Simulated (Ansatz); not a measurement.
**C₂H₄FGe radical: up Jacob's ladder to CCSD(T)**

The task here is to estimate one member of a computed series from the others.

Computed with Ansatz 0.2.0, Gaussian basis. Level: functionals in def2-TZVPP, the program's frozen cores in correlated methods.

The runs, in order: LDA (SPW92), PBE-D4, revPBE-D4, BLYP-D4, r2SCAN-D4, B97M-V, PBE0-D4, B3LYP-D4, r2SCANh-D4, r2SCAN0-D4, HSE06-D4, BHLYP-D4, CAM-B3LYP-D4, LC-ωPBE, ωB97X-V, ωB97M-V, B2PLYP, PBE-QIDH; CCSD(T)/def2-SVP; CCSD(T)/def2-TZVPP; MP2/def2-QZVPP; extrapolation to the limit; RPA on PBE.

### The relaxed structure

An earlier PBE0-D4 in a triple-zeta def2 set relaxation fixed the geometry.

SMILES `C=[CH][GeH][F]`, 8 atoms, charge 0, spin multiplicity 2.

Atoms are counted from 1 here; the program's logs count them from 0.

Bond lengths: C1–C2 1.331 Å, C1–H5 1.086 Å, C1–H6 1.085 Å, C2–Ge3 1.928 Å, C2–H7 1.087 Å, Ge3–F4 1.752 Å, Ge3–H8 1.553 Å. Angles: C2–C1–H5 121.6°, C2–C1–H6 121.7°, H5–C1–H6 116.8°, C1–C2–Ge3 121.7°, C1–C2–H7 120.3°, Ge3–C2–H7 117.9°, C2–Ge3–F4 105.0°, C2–Ge3–H8 114.8°, F4–Ge3–H8 105.7°.

Set-up of the first run:

Contents of in.yaml:

```yaml
crystal:
  periodic: [false, false, false]
  atoms:
    - {symbol: C, position_ang: [-0.160787, 1.290039, -0.176560]}
    - {symbol: C, position_ang: [0.568913, 0.203136, -0.415698]}
    - {symbol: Ge, position_ang: [0.333408, -1.419265, 0.599792]}
    - {symbol: F, position_ang: [-1.139673, -1.170892, 1.514216]}
    - {symbol: H, position_ang: [-0.012798, 2.209000, -0.736800]}
    - {symbol: H, position_ang: [-0.941788, 1.297696, 0.577112]}
    - {symbol: H, position_ang: [1.358256, 0.225519, -1.163292]}
    - {symbol: H, position_ang: [0.086668, -2.692432, -0.254569]}
basis:
  gaussian: {orbitals: def2-TZVPP}
magnetization: {spin_polarized: true, initial_magnetization: 1}
hamiltonian: {xc: lda}
output: {orbitals: {seedname: orbitals}}
```

On the command line:

```bash
$ ansatz run in.yaml --threads 4 --pin off --events-out ev --progress --plain --max-ram 10444MiB
```

Among the steps run: LDA; PBE-D4 (GGA); revPBE-D4 (GGA); BLYP-D4 (GGA); r2SCAN-D4 (meta-GGA); B97M-V (meta-GGA); B3LYP-D4 (hybrid); r2SCANh-D4 (hybrid); r2SCAN0-D4 (hybrid); HSE06-D4 (hybrid); BHLYP-D4 (hybrid); CAM-B3LYP-D4 (range-separated); LC-ωPBE (range-separated); ωB97X-V (range-separated); ωB97M-V (range-separated); B2PLYP (double hybrid); PBE-QIDH (double hybrid).

One table of the session follows, with a row left open; its other results are not shown here.

It belongs to the step «Orbital energies across the functionals». 

| functional | HOMO (eV) | LUMO (eV) | gap (eV) |
| --- | --- | --- | --- |
| LDA (SPW92) | -5.15 | -4.26 | 0.89 |
| PBE-D4 | -5.10 | -3.89 | 1.22 |
| revPBE-D4 | -5.07 | -3.74 | 1.33 |
| BLYP-D4 | -4.92 | -3.92 | 1.00 |
| r2SCAN-D4 | -5.48 | -3.53 | 1.95 |
| B97M-V | -5.29 | -3.99 | 1.30 |
| PBE0-D4 | -6.24 | -2.95 | 3.29 |
| B3LYP-D4 | -5.98 | -3.37 | 2.61 |
| r2SCANh-D4 | -5.89 | -3.20 | 2.69 |
| r2SCAN0-D4 | -6.52 | -2.71 | 3.81 |
| HSE06-D4 | -5.85 | -3.33 | 2.52 |
| BHLYP-D4 | -7.21 | -2.14 | 5.07 |
| CAM-B3LYP-D4 | -7.46 | -2.06 | 5.40 |
| LC-ωPBE | -8.85 | -0.61 | 8.24 |
| ωB97X-V | -8.35 | -1.05 | 7.30 |
| ωB97M-V | ? | ? | ? |

Q: Estimate the row for ωB97M-V from the others.

As computed: HOMO (eV): -8.20; LUMO (eV): -1.14; gap (eV): 7.06. In the column «HOMO (eV)» it lies between ωB97X-V (-8.35) and CAM-B3LYP-D4 (-7.46).
